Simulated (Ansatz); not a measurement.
# BZr: the cost of one run

The runs use Ansatz 0.2.0, Gaussian basis; def2-QZVPP, core rule «outside noble gas», up to 5 orbitals frozen.

The runs, in order: UHF; ROHF; CCSD(T) on UHF.

**1. What is computed**

The geometry is a PBE0/def2-TZVP stationary point (not a proven minimum) of the parent state, kept for this charge and spin. No spin-orbit coupling is included. Elements past krypton take def2 core potentials.

2 atoms, charge 0, spin multiplicity 8.

Atoms are counted from 1 here; the program's logs count them from 0.

Bond lengths: Zr1–B2 2.147 Å.

As a file:

```
Zr    0.0000    0.0000    0.0000
B     0.0000    0.0000    2.1472
```

**2. UHF**

in.yaml

```yaml
crystal:
  periodic: [false, false, false]
  atoms:
    - {symbol: Zr, position_ang: [0.000000, 0.000000, 0.000000]}
    - {symbol: B, position_ang: [0.000000, 0.000000, 2.147200]}
basis:
  gaussian: {orbitals: "def2-QZVPP.json"}
magnetization: {spin_polarized: true, initial_magnetization: 7}
hamiltonian: {xc: hf}
output: {orbitals: {seedname: orbitals}}
```

On the command line:

```console
> ansatz run in.yaml --threads 1 --pin off --events-out ev --progress --plain --max-ram 4096MiB --backend cpu
```

What time and memory should one allow on 1 thread of AMD EPYC 7R13, shared host?

About 12 s, with a peak of 0.28 GiB.
